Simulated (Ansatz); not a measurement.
# FGeH3: reaction (reductive elimination), part 2 of 2

How high is the barrier for the reaction (reductive elimination)? Relax the two ends, then run a nudged elastic band between them. Meant to form: F2–H3; to break: Ge1–F2, Ge1–H3. The start is a guess near the saddle point, from which both ends are pulled out.

Ansatz 0.2.0; RKS PBE0/def2-SVP. Earlier steps stand in the parts before.

## Step 8: Vibrations at the top

The geometry is the highest inner image of the first converged band.

input.yaml reads:

```yaml
crystal:
  periodic: [false, false, false]
  atoms:
    - { symbol: Ge, position_ang: [0.199002, 0.0, -0.352071] }
    - { symbol: F, position_ang: [0.990886, 0.0, 1.511845] }
    - { symbol: H, position_ang: [1.639371, 0.0, 0.431297] }
    - { symbol: H, position_ang: [-0.756629, 1.224188, -0.329986] }
    - { symbol: H, position_ang: [-0.756629, -1.224188, -0.329986] }
basis:
  gaussian: { orbitals: def2-SVP }
hamiltonian:
  xc: pbe0
phonons: {}
```

On the command line:

```sh
> ansatz run input.yaml --threads 1 --pin off --max-ram 2048MiB --backend cpu --events-out ev --progress --plain --runs-dir out
```

Output, cut to the lines that bear on the results:

```text
Warning: RAYON_NUM_THREADS=1 ignored (pool sized by the plan → 1); use --threads N
[...]
Functional definition: PBE0
[...]
652 factors; integrals over basis functions are off by at most 3.5e-4 eV
[...]
mean field -59262.69756782 eV, -2177.8639659183 hartree, gradient 3.3e-5 eV, S^2 0.000000; 0 other end points of the search recorded, 0 dependent functions left out
[...]
reference -59262.69758836 eV, -2177.8639666730 hartree; 22, 22 occupied and 39, 39 virtual orbitals, 652 factors
[...]
652 factors; integrals over basis functions are off by at most 3.5e-4 eV
mean field -59262.69747418 eV, -2177.8639624771 hartree, gradient 1.0e-6 eV, S^2 0.000000; 0 other end points of the search recorded, 0 dependent functions left out
[...]
reference -59262.69749472 eV, -2177.8639632320 hartree; 22, 22 occupied and 39, 39 virtual orbitals, 652 factors
[...]
652 factors; integrals over basis functions are off by at most 3.5e-4 eV
[...]
mean field -59262.69756675 eV, -2177.8639658788 hartree, gradient 1.7e-6 eV, S^2 0.000000; 0 other end points of the search recorded, 0 dependent functions left out
[...]
reference -59262.69758728 eV, -2177.8639666335 hartree; 22, 22 occupied and 39, 39 virtual orbitals, 652 factors
WARN: phonons: modes at or below zero, which the zero-point energy, F, S and C_V leave out: 1, the lowest at -1304.47 cm⁻¹. A minimum has none, and a first-order saddle one
Total energy: -59262.69758836 eV, -2177.8639666730 hartree
Atom 0 at     0.199002     0.000000    -0.352071 Å, force    -0.006465     0.000000    -0.001814 eV/Å
Atom 1 at     0.990886     0.000000     1.511845 Å, force     0.003535    -0.000000     0.008401 eV/Å
Atom 2 at     1.639371     0.000000     0.431297 Å, force    -0.005809    -0.000000    -0.004472 eV/Å
Atom 3 at    -0.756629     1.224188    -0.329986 Å, force     0.004369    -0.003352    -0.001057 eV/Å
Atom 4 at    -0.756629    -1.224188    -0.329986 Å, force     0.004369     0.003352    -0.001057 eV/Å
Dipole moment:    -0.067680     0.000000    -0.336212 e Å
Vibrations: -1304.47 446.35 523.93 719.38 720.51 937.88 1892.93 2092.57 2108.73 cm⁻¹, zero-point energy 0.585346 eV
```

It took 20 s on 1 thread of Arm Neoverse V1, shared host; peak memory 0.11 GiB.

Of 9 modes, 1 is imaginary by more than 30 cm⁻¹ (1304i cm⁻¹).

## Step 9: A trajectory let go at the top

It starts at the highest inner image of the first converged band: 200 steps of 0.5 fs at constant energy, with velocities drawn for 300 K.

Edit input.yaml of step 8 so:

```diff
@@ -12,2 +12,8 @@
   xc: pbe0
-phonons: {}
+md:
+  timestep: 0.5
+  n_steps: 200
+  ensemble: nve
+  temperature: 300.0
+  initial_velocities: maxwell_boltzmann
+  seed: 10832
```

On the command line:

```sh
> ansatz run input.yaml --threads 1 --pin off --max-ram 2048MiB --backend cpu --events-out ev --progress --plain --runs-dir out
```

Output, cut to the lines that bear on the results:

```text
Warning: RAYON_NUM_THREADS=1 ignored (pool sized by the plan → 1); use --threads N
[...]
[... 1 set-up line as earlier in the session ...]
[...]
652 factors; integrals over basis functions are off by at most 3.5e-4 eV
[...]
mean field -59262.69756782 eV, -2177.8639659183 hartree, gradient 3.3e-5 eV, S^2 0.000000; 0 other end points of the search recorded, 0 dependent functions left out
[...]
reference -59262.69758836 eV, -2177.8639666730 hartree; 22, 22 occupied and 39, 39 virtual orbitals, 652 factors
md step     0: t =     0.00 fs  T =   300.0 K  F+E_penalty+E_count = -59262.69756782 eV  E_kin = 0.116334 eV  conserved = -59262.58123382 eV  (27 SCF iters)
[...]
md step    24: t =    12.00 fs  T =  4645.5 K  F+E_penalty+E_count = -59264.38410918 eV  E_kin = 1.801435 eV  conserved = -59262.58267418 eV  (26 SCF iters)
[...]
md step    48: t =    24.00 fs  T =  3612.8 K  F+E_penalty+E_count = -59263.98296495 eV  E_kin = 1.400988 eV  conserved = -59262.58197683 eV  (22 SCF iters)
[...]
md step    72: t =    36.00 fs  T =  2678.6 K  F+E_penalty+E_count = -59263.62128343 eV  E_kin = 1.038715 eV  conserved = -59262.58256868 eV  (23 SCF iters)
[...]
md step    96: t =    48.00 fs  T =  5547.6 K  F+E_penalty+E_count = -59264.73320306 eV  E_kin = 2.151236 eV  conserved = -59262.58196709 eV  (28 SCF iters)
md step    97: t =    48.50 fs  T =  5393.7 K  F+E_penalty+E_count = -59264.67328351 eV  E_kin = 2.091578 eV  conserved = -59262.58170592 eV  (27 SCF iters)
```

## Step 10: The log goes on: dynamics from the highest image of the converged band

Output, continued, cut to the lines that bear on the results:

```text
md step    98: t =    49.00 fs  T =  5248.0 K  F+E_penalty+E_count = -59264.61692754 eV  E_kin = 2.035089 eV  conserved = -59262.58183873 eV  (27 SCF iters)
[...]
md step   123: t =    61.50 fs  T =  1211.0 K  F+E_penalty+E_count = -59263.05204368 eV  E_kin = 0.469594 eV  conserved = -59262.58244997 eV  (28 SCF iters)
[...]
md step   148: t =    74.00 fs  T =  5571.3 K  F+E_penalty+E_count = -59264.74245050 eV  E_kin = 2.160440 eV  conserved = -59262.58201100 eV  (27 SCF iters)
[...]
md step   173: t =    86.50 fs  T =   875.9 K  F+E_penalty+E_count = -59262.92012650 eV  E_kin = 0.339671 eV  conserved = -59262.58045539 eV  (22 SCF iters)
[...]
md step   198: t =    99.00 fs  T =  5466.6 K  F+E_penalty+E_count = -59264.70452033 eV  E_kin = 2.119855 eV  conserved = -59262.58466510 eV  (23 SCF iters)
md step   199: t =    99.50 fs  T =  5367.7 K  F+E_penalty+E_count = -59264.66566835 eV  E_kin = 2.081485 eV  conserved = -59262.58418383 eV  (23 SCF iters)
[...]
md step   200: t =   100.00 fs  T =  5200.4 K  F+E_penalty+E_count = -59264.60018612 eV  E_kin = 2.016598 eV  conserved = -59262.58358798 eV  (23 SCF iters)
Total energy: -59264.60020745 eV, -2177.9338866349 hartree
Atom 0 at     0.228852     0.003707    -0.308059 Å, force    -0.301097    -0.412934     0.368504 eV/Å
Atom 1 at     0.883983    -0.011423     1.477801 Å, force    -0.956074     0.077170    -3.222622 eV/Å
Atom 2 at     1.260715    -0.033356    -1.563769 Å, force    -0.156111     0.048961     1.402656 eV/Å
Atom 3 at    -0.622120     1.367855    -0.617098 Å, force     0.640283    -1.152299     0.749987 eV/Å
Atom 4 at    -0.648380    -1.386289    -0.577408 Å, force     0.772999     1.439101     0.701474 eV/Å
Dipole moment:    -0.146950     0.022803    -0.427588 e Å
```

Run time: 5 min. Hardware: 1 thread of Arm Neoverse V1, shared host; peak memory 0.11 GiB.

## Step 11: Frames and traces

One step in 8; energies are changes from step 0:

```tsv
time (fs)	T (K)	potential energy change (meV/atom)	total energy change (meV/atom)	F2–H3 (Å)	Ge1–F2 (Å)
0.0	300	0.0	0.00	1.26	2.03
4.0	432	-10.1	0.08	1.40	2.01
8.0	1689	-107.6	0.13	1.65	1.99
12.0	4646	-337.3	-0.29	2.15	1.96
16.0	5651	-415.4	-0.39	2.81	1.89
20.0	4263	-307.4	-0.08	3.26	1.80
24.0	3613	-257.1	-0.15	3.32	1.70
28.0	2981	-208.4	-0.45	3.08	1.62
32.0	1646	-104.3	0.12	2.92	1.59
36.0	2679	-184.7	-0.27	3.15	1.63
40.0	3179	-223.4	-0.09	3.25	1.72
44.0	5116	-373.8	-0.30	3.00	1.83
48.0	5548	-407.1	-0.15	2.56	1.92
52.0	4119	-296.4	-0.24	2.30	1.99
56.0	2337	-158.0	-0.06	2.15	2.03
60.0	1559	-97.9	-0.24	2.03	2.03
64.0	1063	-58.9	0.24	2.10	2.00
68.0	2852	-198.1	-0.20	2.45	1.94
72.0	4324	-312.1	-0.05	2.74	1.85
76.0	6733	-499.4	-0.51	2.76	1.75
80.0	4998	-364.5	-0.11	2.66	1.64
84.0	2244	-151.1	-0.30	2.90	1.58
88.0	847	-42.2	0.19	3.15	1.59
92.0	3854	-276.1	-0.49	3.09	1.68
96.0	4888	-355.8	0.09	2.92	1.80
100.0	5200	-380.5	-0.47	3.06	1.90
```

time (fs), T (K) and a bar:
```
      0.0        300 
      4.5        497 #
      8.5       1986 ########
     13.0       5293 ########################
     17.5       5159 ########################
     21.5       3904 ##################
     26.0       3449 ###############
     30.5       1740 #######
     35.0       2606 ###########
     39.0       2932 #############
     43.5       4814 ######################
     48.0       5548 ##########################
     52.0       4119 ###################
     56.5       2197 #########
     61.0       1348 #####
     65.0       1578 ######
     69.5       3233 ##############
     74.0       5571 ##########################
     78.5       6464 ##############################
     82.5       3163 ##############
     87.0        782 ##
     91.5       3376 ###############
     95.5       4886 ######################
    100.0       5200 ########################
```

The last frame stands with the bonds of end A.

## Step 12: Dynamics from the top

It starts at the highest inner image of the first converged band: 200 steps of 0.5 fs at constant energy, with velocities drawn for 100 K.

Edit input.yaml of step 9 so:

```diff
@@ -16,4 +16,4 @@
   ensemble: nve
-  temperature: 300.0
+  temperature: 100.0
   initial_velocities: maxwell_boltzmann
-  seed: 10832
+  seed: 10833
```

On the command line:

```sh
> ansatz run input.yaml --threads 1 --pin off --max-ram 2048MiB --backend cpu --events-out ev --progress --plain --runs-dir out
```

Output, cut to the lines that bear on the results:

```text
Warning: RAYON_NUM_THREADS=1 ignored (pool sized by the plan → 1); use --threads N
[...]
[... 1 set-up line as earlier in the session ...]
[...]
652 factors; integrals over basis functions are off by at most 3.5e-4 eV
[...]
mean field -59262.69756782 eV, -2177.8639659183 hartree, gradient 3.3e-5 eV, S^2 0.000000; 0 other end points of the search recorded, 0 dependent functions left out
[...]
reference -59262.69758836 eV, -2177.8639666730 hartree; 22, 22 occupied and 39, 39 virtual orbitals, 652 factors
md step     0: t =     0.00 fs  T =   100.0 K  F+E_penalty+E_count = -59262.69756782 eV  E_kin = 0.038778 eV  conserved = -59262.65878982 eV  (27 SCF iters)
[...]
md step    24: t =    12.00 fs  T =   819.1 K  F+E_penalty+E_count = -59262.97587713 eV  E_kin = 0.317615 eV  conserved = -59262.65826254 eV  (24 SCF iters)
[...]
md step    48: t =    24.00 fs  T =  1431.6 K  F+E_penalty+E_count = -59263.21374333 eV  E_kin = 0.555157 eV  conserved = -59262.65858599 eV  (24 SCF iters)
[...]
md step    72: t =    36.00 fs  T =  1374.3 K  F+E_penalty+E_count = -59263.19356426 eV  E_kin = 0.532918 eV  conserved = -59262.66064599 eV  (23 SCF iters)
[...]
md step    96: t =    48.00 fs  T =   973.3 K  F+E_penalty+E_count = -59263.03691236 eV  E_kin = 0.377416 eV  conserved = -59262.65949597 eV  (24 SCF iters)
md step    97: t =    48.50 fs  T =   895.1 K  F+E_penalty+E_count = -59263.00560256 eV  E_kin = 0.347106 eV  conserved = -59262.65849611 eV  (25 SCF iters)
```

## Step 13: The output, continued: dynamics from the highest image of the converged band

Output, continued, cut to the lines that bear on the results:

```text
md step    98: t =    49.00 fs  T =   844.3 K  F+E_penalty+E_count = -59262.98532318 eV  E_kin = 0.327421 eV  conserved = -59262.65790203 eV  (25 SCF iters)
[...]
md step   123: t =    61.50 fs  T =   889.2 K  F+E_penalty+E_count = -59263.00187839 eV  E_kin = 0.344818 eV  conserved = -59262.65706009 eV  (24 SCF iters)
[...]
md step   148: t =    74.00 fs  T =   946.2 K  F+E_penalty+E_count = -59263.02494190 eV  E_kin = 0.366914 eV  conserved = -59262.65802820 eV  (24 SCF iters)
[...]
md step   173: t =    86.50 fs  T =   937.5 K  F+E_penalty+E_count = -59263.02298585 eV  E_kin = 0.363546 eV  conserved = -59262.65943992 eV  (25 SCF iters)
[...]
md step   198: t =    99.00 fs  T =   687.9 K  F+E_penalty+E_count = -59262.92583787 eV  E_kin = 0.266744 eV  conserved = -59262.65909414 eV  (24 SCF iters)
md step   199: t =    99.50 fs  T =   768.1 K  F+E_penalty+E_count = -59262.95810248 eV  E_kin = 0.297873 eV  conserved = -59262.66022959 eV  (24 SCF iters)
[...]
md step   200: t =   100.00 fs  T =   810.0 K  F+E_penalty+E_count = -59262.97520005 eV  E_kin = 0.314095 eV  conserved = -59262.66110513 eV  (24 SCF iters)
Total energy: -59262.97522372 eV, -2177.8741695845 hartree
Atom 0 at     0.058486     0.002491    -0.642858 Å, force    -0.817331    -0.251039     0.067091 eV/Å
Atom 1 at     1.602005    -0.020548     2.496090 Å, force    -0.248428     0.052263     0.012043 eV/Å
Atom 2 at     1.034550     0.215695     3.186965 Å, force     0.134726    -0.045773    -0.117441 eV/Å
Atom 3 at    -1.134733     1.084369    -0.490896 Å, force     0.332657     0.093019     0.040553 eV/Å
Atom 4 at    -1.167198    -1.092258    -0.523204 Å, force     0.598376     0.151530    -0.002246 eV/Å
Dipole moment:    -0.122480     0.107023     0.350481 e Å
```

It took 4.5 min on 1 thread of Arm Neoverse V1, shared host; peak memory 0.11 GiB.

## Step 14: Frames and traces

One step in 15; energies are changes from step 0:

```tsv
time (fs)	T (K)	potential energy change (meV/atom)	total energy change (meV/atom)	F2–H3 (Å)	Ge1–F2 (Å)
0.0	100	0.0	0.00	1.26	2.03
7.5	435	-26.0	0.01	1.07	2.04
15.0	1169	-83.0	-0.08	1.00	2.08
22.5	1657	-121.2	-0.43	0.94	2.17
30.0	1413	-102.1	-0.21	0.90	2.29
37.5	1153	-81.4	0.26	0.87	2.42
45.0	877	-60.0	0.27	0.87	2.56
52.5	1027	-72.1	-0.18	0.88	2.70
60.0	1143	-81.4	-0.49	0.90	2.84
67.5	1133	-80.6	-0.45	0.93	2.98
75.0	1108	-78.4	-0.22	0.95	3.10
82.5	864	-59.2	0.05	0.97	3.22
90.0	759	-50.9	0.19	0.98	3.34
97.5	598	-38.4	0.19	0.98	3.46
100.0	810	-55.5	-0.46	0.92	3.50
```

time (fs), T (K) and a bar:
```
      0.0        100 
      4.5        133 #
      8.5        564 #########
     13.0       1053 ###################
     17.5       1372 ##########################
     21.5       1570 ##############################
     26.0       1459 ############################
     30.5       1473 ############################
     35.0       1446 ###########################
     39.0       1301 #########################
     43.5       1153 #####################
     48.0        973 ##################
     52.0       1113 #####################
     56.5       1001 ##################
     61.0        939 #################
     65.0        865 ################
     69.5        929 #################
     74.0        946 #################
     78.5       1013 ###################
     82.5        864 ################
     87.0       1024 ###################
     91.5        967 ##################
     95.5        914 #################
    100.0        810 ##############
```

Bonds that form or break, judged by distance (formed within 1.15 times the sum of covalent radii and held on average over 12 fs, broken when stretched by half; pairs already stretched at the start don't count as bonds):

```tsv
time (fs)	bond	event
9.5	F2–H3	forms
16.5	Ge1–H3	breaks
50.5	Ge1–F2	breaks
```

The last frame stands with the bonds of end B.

## Step 15: What came out

This closing draws on all 2 parts.

```
                         quantity                               value
                            end A             4 moves, 0.399 eV lower
                            end B             6 moves, 0.148 eV lower
                 barrier forwards                            2.688 eV
                barrier backwards                            0.695 eV
     second end relative to first                           +1.992 eV
                    highest image               5 of 0 to 8, climbing
                  band iterations                                   7
               pieces at the ends                   FGeH3 → GeH2 + FH
       imaginary modes at the top                          1304i cm⁻¹
trajectory at 300 K, after 100 fs  with the bonds of end A, at 5200 K
trajectory at 100 K, after 100 fs   with the bonds of end B, at 810 K
```

The top lies 2.69 eV above the first end, or 104 kT at room temperature; with a typical attempt rate of 10^13 per second that is roughly 10^-32 events a second. The second end lies 1.99 eV above the first, so the way back costs 0.70 eV. By distance, end A alone has Ge1–F2, Ge1–H3 and end B alone has F2–H3. One imaginary mode, as a first-order saddle point has. Zero-point energy and entropy are left out.
